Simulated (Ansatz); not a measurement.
# TaB (septet): from a generated start to a stationary point

Where does this start of TaB (septet) end when it is relaxed?

Computed with Ansatz 0.2.0, Gaussian basis. Level: UKS PBE0/def2-TZVP.

### 1 Where the work starts

2 atoms, charge 0, spin multiplicity 7.

Atoms are counted from 1 here; the program's logs count them from 0.

Bond lengths: Ta1–B2 2.290 Å.

As a file:

```xyz
2
charge 0, multiplicity 7
Ta    0.0000    0.0000    0.0000
B     0.0000    0.0000    2.2900
```

The start is set by covalent radii. Sticks and bond lists go by distance. No spin-orbit coupling is included. Elements past krypton take def2 core potentials.

### 2 The run

Contents of in.yaml:

```yaml
crystal:
  periodic: [false, false, false]
  atoms:
    - {symbol: Ta, position_ang: [0.000000, 0.000000, 0.000000]}
    - {symbol: B, position_ang: [0.000000, 0.000000, 2.290000]}
basis:
  gaussian: {orbitals: def2-TZVP}
magnetization: {spin_polarized: true, initial_magnetization: 6}
hamiltonian: {xc: pbe0}
relax: {f_tol: 0.004, max_steps: 80}
```

On the command line:

```
ansatz run in.yaml --threads 1 --pin off --events-out ev --progress --plain --max-ram 2176MiB
```

What does the calculation give? Wanted: energy gained; shift from the start; total energy; dipole moment; ⟨S²⟩.

As calculated:

| quantity | value |
| --- | --- |
| steps | 5 |
| energy gained | 0.271 eV |
| shift from the start (rms) | 0.101 Å |
| total energy | -2219.2812 eV |
| dipole moment | 3.13 D |
| ⟨S²⟩ | 12.004 |

What this shows: The bonds of the start are those of the end. Ta1–B2 went from 2.290 to 2.087 Å. No vibrations were run, so this is a stationary point, not a proven minimum, and this spin need not be the ground state's.
